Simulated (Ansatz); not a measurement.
**CH₇FGeSi: one species, many methods**

Aim: compute CH₇FGeSi with functionals from several rungs and with coupled cluster, and see how far each lands from CCSD(T) at the basis-set limit for the atomisation energy.

The runs use Ansatz 0.2.0, Gaussian basis; functionals in def2-TZVPP, the program's frozen cores in correlated methods.

The runs, in order: LDA (SPW92), PBE-D4, revPBE-D4, BLYP-D4, r2SCAN-D4, B97M-V, PBE0-D4, B3LYP-D4, r2SCANh-D4, r2SCAN0-D4, HSE06-D4, BHLYP-D4, CAM-B3LYP-D4, LC-ωPBE, ωB97X-V, ωB97M-V, B2PLYP, PBE-QIDH; CCSD(T)/def2-SVP; CCSD(T)/def2-TZVPP; MP2/def2-QZVPP; extrapolation to the limit; RPA on PBE.

### 1 The relaxed structure

All runs share one geometry, relaxed beforehand with PBE0-D4 in a triple-zeta def2 set.

11 atoms, charge 0, spin multiplicity 1.

Atoms are counted from 1 here; the program's logs count them from 0.

Bond lengths: C1–Si2 1.858 Å, C1–H5 1.094 Å, C1–H6 1.093 Å, C1–H7 1.092 Å, Si2–F3 1.609 Å, Si2–Ge4 2.383 Å, Si2–H8 1.488 Å, Ge4–H9 1.540 Å, Ge4–H10 1.539 Å, Ge4–H11 1.537 Å. Angles: Si2–C1–H5 110.0°, Si2–C1–H6 110.7°, Si2–C1–H7 111.3°, H5–C1–H6 108.1°, H5–C1–H7 108.2°, H6–C1–H7 108.5°, C1–Si2–F3 108.8°, C1–Si2–Ge4 112.3°, C1–Si2–H8 110.4°, F3–Si2–Ge4 108.2°, F3–Si2–H8 106.8°, Ge4–Si2–H8 110.2°, Si2–Ge4–H9 109.7°, Si2–Ge4–H10 111.0°, Si2–Ge4–H11 111.6°, H9–Ge4–H10 107.9°, H9–Ge4–H11 108.1°, H10–Ge4–H11 108.4°.

### 2 LDA

This LDA is Slater exchange with PW92 correlation.

File in.yaml:

```yaml
crystal:
  periodic: [false, false, false]
  atoms:
    - {symbol: C, position_ang: [0.198447, 1.571456, 0.734901]}
    - {symbol: Si, position_ang: [0.401263, -0.275595, 0.712749]}
    - {symbol: F, position_ang: [1.971468, -0.625050, 0.762896]}
    - {symbol: Ge, position_ang: [-0.519024, -1.264515, -1.249847]}
    - {symbol: H, position_ang: [-0.864060, 1.830545, 0.743431]}
    - {symbol: H, position_ang: [0.660227, 1.999843, 1.627930]}
    - {symbol: H, position_ang: [0.653816, 2.031474, -0.144715]}
    - {symbol: H, position_ang: [-0.212370, -0.878886, 1.927136]}
    - {symbol: H, position_ang: [-2.033632, -0.990539, -1.307194]}
    - {symbol: H, position_ang: [0.117116, -0.668878, -2.517995]}
    - {symbol: H, position_ang: [-0.307952, -2.786855, -1.268794]}
basis:
  gaussian: {orbitals: def2-TZVPP}
hamiltonian: {xc: lda}
output: {orbitals: {seedname: orbitals}}
```

Started as:

```sh
$ ansatz run in.yaml --threads 4 --pin off --events-out ev --progress --plain --max-ram 10444MiB
```

After this run come: PBE-D4 (GGA); revPBE-D4 (GGA); BLYP-D4 (GGA); r2SCAN-D4 (meta-GGA); B97M-V (meta-GGA); PBE0-D4 (hybrid); B3LYP-D4 (hybrid); r2SCANh-D4 (hybrid); r2SCAN0-D4 (hybrid); HSE06-D4 (hybrid); BHLYP-D4 (hybrid); CAM-B3LYP-D4 (range-separated); LC-ωPBE (range-separated); ωB97X-V (range-separated); ωB97M-V (range-separated); B2PLYP (double hybrid); PBE-QIDH (double hybrid); CCSD(T) in def2-SVP; CCSD(T) in def2-TZVPP; MP2 in def2-QZVPP; RPA on PBE orbitals.

Q: Predict the results of all the runs planned. Wanted: atomisation energy, CCSD(T)/CBS; farthest beyond LDA; mean size of error, GGA; mean size of error, meta-GGA; mean size of error, hybrid; mean size of error, range-separated; mean size of error, double hybrid; gap, smallest and largest; T1 diagnostic.

As calculated:

| quantity | value |
| --- | --- |
| atomisation energy, CCSD(T)/CBS | 37.997 eV |
| functionals within 0.380 eV (1.0 %) | PBE-D4, r2SCAN-D4, B97M-V, B3LYP-D4, r2SCANh-D4, CAM-B3LYP-D4, ωB97X-V, ωB97M-V |
| farthest beyond LDA | revPBE-D4 (-0.953 eV) |
| mean size of error, GGA | 0.593 eV |
| mean size of error, meta-GGA | 0.111 eV |
| mean size of error, hybrid | 0.484 eV |
| mean size of error, range-separated | 0.194 eV |
| mean size of error, double hybrid | 0.566 eV |
| gap, smallest and largest | 5.80 eV (LDA (SPW92)), 12.71 eV (LC-ωPBE) |
| T1 diagnostic | 0.0116 |
| triples share of the correlation energy | 3.2 % |

In words: LDA overbinds by 4.357 eV (11 %). PBE-D4 is off by -0.213 eV. Double hybrids carry the basis error of their MP2 part in triple zeta, and no dispersion term here, so their miss is partly the set-up's. The rungs meta-GGA, range-separated miss on average by less than the doubt on the reference (0.380 eV), so they tie. The reference freezes the cores and leaves out relativity and excitations past (T), and its outer-core shells are covered unevenly, so misses under about 0.380 eV can't be ranked. Hartree-Fock recovers 75 % of the binding; the rest is correlation. CCSD(T) in def2-SVP is off by -2.460 eV, which most functionals beat. Orbital gaps span 5.8 to 12.7 eV; exact exchange widens them. Correlated methods include outer-core shells of Ge, which these sets cover unevenly.
